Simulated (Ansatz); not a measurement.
A nudged elastic band was laid between two geometries of a periodic cell of 17 atoms, Si (host Si, host structure diamond, interstitial Si).

All numbers below come from DFT PBE, scalar-relativistic, plane waves, PAW (Ansatz 0.2.0). Settings: PAW set soft_1, cutoff 420 eV, k mesh 2x2x2, fermi-dirac smearing 0.02 eV, no spin polarisation.

- movable images: 5
- climbing image: yes
- spring: 5.0 eV/Å²
- optimiser: quadratic models (default)
- start path: straight line
- force threshold: 0.03 eV/Å
- iteration limit: 45
- end points: relaxed

Initial state:

```xyz
17
Lattice="0.0000 5.4300 5.4300 5.4300 0.0000 5.4300 5.4300 5.4300 0.0000" Properties=species:S:1:pos:R:3
Si 0.008 0.004 0.009
Si 1.342 1.340 1.343
Si 2.719 2.717 -0.031
Si 4.101 4.097 1.337
Si 2.720 -0.033 2.720
Si 4.101 1.333 4.102
Si 5.468 2.714 2.718
Si 6.787 4.076 4.080
Si -0.031 2.717 2.720
Si 1.336 4.097 4.101
Si 2.717 5.463 2.718
Si 4.078 6.784 4.079
Si 2.718 2.714 5.469
Si 4.080 4.076 6.787
Si 5.431 5.429 5.431
Si 6.785 6.781 6.785
Si 2.724 2.719 2.725
```

Final state:

Only the atoms that move by more than 0.05 Å are listed.
```
Si6 4.073 1.358 4.067
Si17 1.357 4.072 1.364
```

(1) Which bonds break or form, and what moves?

(2) What energy profile does the band end with?

(3) What is the geometry of the highest image?

## Answers

(1) Contacts lost: Si6–Si17. Contacts made: Si15–Si17. The atom that moves furthest is Si17, by 2.36 Å.

(2) The run converged. The highest image is number 3 of 0 to 6, 0.31 eV above the ends, which have the same energy within 2 meV. By the program's own check the climbing image is a first-order saddle point (lowest curvatures found: -0.23 and 0.55 eV/Å²). Limits of this set-up: coarse k mesh.

| image | path coordinate (Å) | energy (eV) | Si6–Si17 (Å) | Si15–Si17 (Å) |
| --- | --- | --- | --- | --- |
| 0 | 0.00 | 0.00 | 2.39 | 4.69 |
| 1 | 0.57 | 0.11 | 2.45 | 4.25 |
| 2 | 1.13 | 0.28 | 2.63 | 3.76 |
| 3 | 1.70 | 0.31 | 3.15 | 3.15 |
| 4 | 2.26 | 0.28 | 3.75 | 2.63 |
| 5 | 2.82 | 0.12 | 4.24 | 2.45 |
| 6 | 3.38 | 0.00 | 4.70 | 2.39 |

(3) 
```xyz
17
Lattice="0.0000 5.4300 5.4300 5.4300 0.0000 5.4300 5.4300 5.4300 0.0000" Properties=species:S:1:pos:R:3
Si -0.201 0.203 -0.202
Si 1.271 1.254 1.270
Si 2.806 2.626 -0.103
Si 4.178 4.162 1.270
Si 2.652 -0.021 2.651
Si 3.859 1.574 3.858
Si 5.454 2.781 2.651
Si 6.855 4.008 4.053
Si -0.102 2.626 2.805
Si 1.271 4.162 4.177
Si 2.806 5.534 2.805
Si 4.277 6.585 4.276
Si 2.652 2.781 5.453
Si 4.054 4.008 6.854
Si 5.647 5.215 5.646
Si 6.855 6.809 6.854
Si 2.039 3.394 2.037
```

The run took 7.6 min on 1 thread of Arm Neoverse V1, on a shared host, peak memory 0.82 GiB.
